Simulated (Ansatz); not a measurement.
Geometry optimisation, DFT PBE, scalar-relativistic, plane waves, PAW (Ansatz).

input.yaml

```yaml
crystal:
  lattice:
    - [7.398, 0.0, 0.0]
    - [-3.699, 6.406856, 0.0]
    - [0.0, 0.0, 12.0]
  atoms:
    - { symbol: C, position: [0.0, 0.0, 0.08333333] }
    - { symbol: C, position: [0.22222222, 0.11111111, 0.08333333] }
    - { symbol: C, position: [0.0, 0.33333333, 0.08333333] }
    - { symbol: C, position: [0.22222222, 0.44444444, 0.08333333] }
    - { symbol: C, position: [0.0, 0.66666666, 0.08333333] }
    - { symbol: C, position: [0.22222222, 0.77777777, 0.08333333] }
    - { symbol: C, position: [0.33333333, 0.0, 0.08333333] }
    - { symbol: C, position: [0.55555556, 0.11111111, 0.08333333] }
    - { symbol: C, position: [0.33333333, 0.33333333, 0.08333333] }
    - { symbol: C, position: [0.55555555, 0.44444444, 0.08333333] }
    - { symbol: C, position: [0.33333333, 0.66666666, 0.08333333] }
    - { symbol: C, position: [0.55555555, 0.77777777, 0.08333333] }
    - { symbol: C, position: [0.66666667, 0.0, 0.08333333] }
    - { symbol: C, position: [0.88888889, 0.11111111, 0.08333333] }
    - { symbol: C, position: [0.66666667, 0.33333333, 0.08333333] }
    - { symbol: C, position: [0.88888889, 0.44444444, 0.08333333] }
    - { symbol: C, position: [0.66666666, 0.66666666, 0.08333333] }
    - { symbol: C, position: [0.88888889, 0.77777777, 0.08333333] }
    - { symbol: C, position: [0.0, 0.33333333, 0.2125], spin: 1.0 }
    - { symbol: H, position: [-0.14814815, 0.59259259, 0.13] }
    - { symbol: O, position: [0.08940682, 0.4434773, 0.30833333] }
magnetization:
  spin_polarized: true
basis:
  ecutwfc: 420.0
kpoints:
  mp_grid: { grid: [2, 2, 1] }
hamiltonian:
  xc: pbe
scf:
  occupations: { method: gaussian, width: 0.02 }
  lower_state_search: "off"
relax:
  f_tol: 0.03
  max_steps: 60
  adjacent_minimum: "off"
output:
  write_density: true
  write_potential: true
  elf: true
  volumetric_format: npy
```

Command:

```bash
$ ansatz run input.yaml --threads 2 --pin off --max-ram 5120MiB --backend cpu --events-out ev --progress --plain --runs-dir out
```

Task: Where does it end, and by what steps?

Result: The forces met the threshold. The force dipped under the threshold on the way, but the program's further checks kept it going. Limits of this set-up: slab without dipole correction, a typed lattice constant that wasn't relaxed here. After 32 steps the energy has fallen by 7.434 eV; C19 moved furthest, 2.22 Å. The start is strongly strained (largest force component 10 eV/Å), so its close contacts needn't be bonds. Parted: C3–C19 (1.55 → 3.98 Å).

```tsv
step	energy less start (eV)	largest force component (eV/Å)	accepted
0	0.0000	10.423	yes
2	-4.0769	4.639	yes
4	-5.8237	3.342	yes
6	-7.1704	1.334	yes
8	-7.3673	1.233	yes
10	-7.3647	3.276	no
12	-7.4199	0.371	yes
14	-7.4250	0.458	yes
16	-7.4272	0.779	no
18	-7.4272	0.780	no
20	-7.4314	0.111	yes
22	-7.4324	0.026	yes
24	-7.4212	1.430	no
26	-7.4334	0.323	yes
28	-7.4340	0.005	yes
30	-7.4342	0.092	yes
32	-7.4344	0.017	yes
```

```xyz
21
Lattice="7.3980 0.0000 0.0000 -3.6990 6.4069 0.0000 0.0000 0.0000 12.0000" Properties=species:S:1:pos:R:3
C -0.041 -0.018 0.787
C 1.200 0.690 0.795
C -1.270 2.109 0.785
C -0.035 2.830 0.794
C -2.499 4.252 1.060
C -1.236 4.982 0.826
C 2.441 -0.018 0.786
C 3.670 0.690 0.753
C 1.200 2.116 0.790
C 2.435 2.830 0.795
C -0.029 4.259 0.786
C 1.200 4.969 0.754
C 4.899 -0.019 0.748
C 6.128 0.690 0.753
C 3.669 2.109 0.786
C 4.899 2.793 0.825
C 2.428 4.259 0.787
C 3.635 4.982 0.827
C -0.942 1.951 4.744
H -2.498 4.250 2.190
O -1.459 2.916 4.439
```

Whether the end is a true minimum wasn't checked by a vibrational analysis.

Time of the run: 7.9 min on 2 threads of Intel(R) Xeon(R) Platinum 8488C (Sapphire Rapids), on a shared host, peak memory 1 GiB.
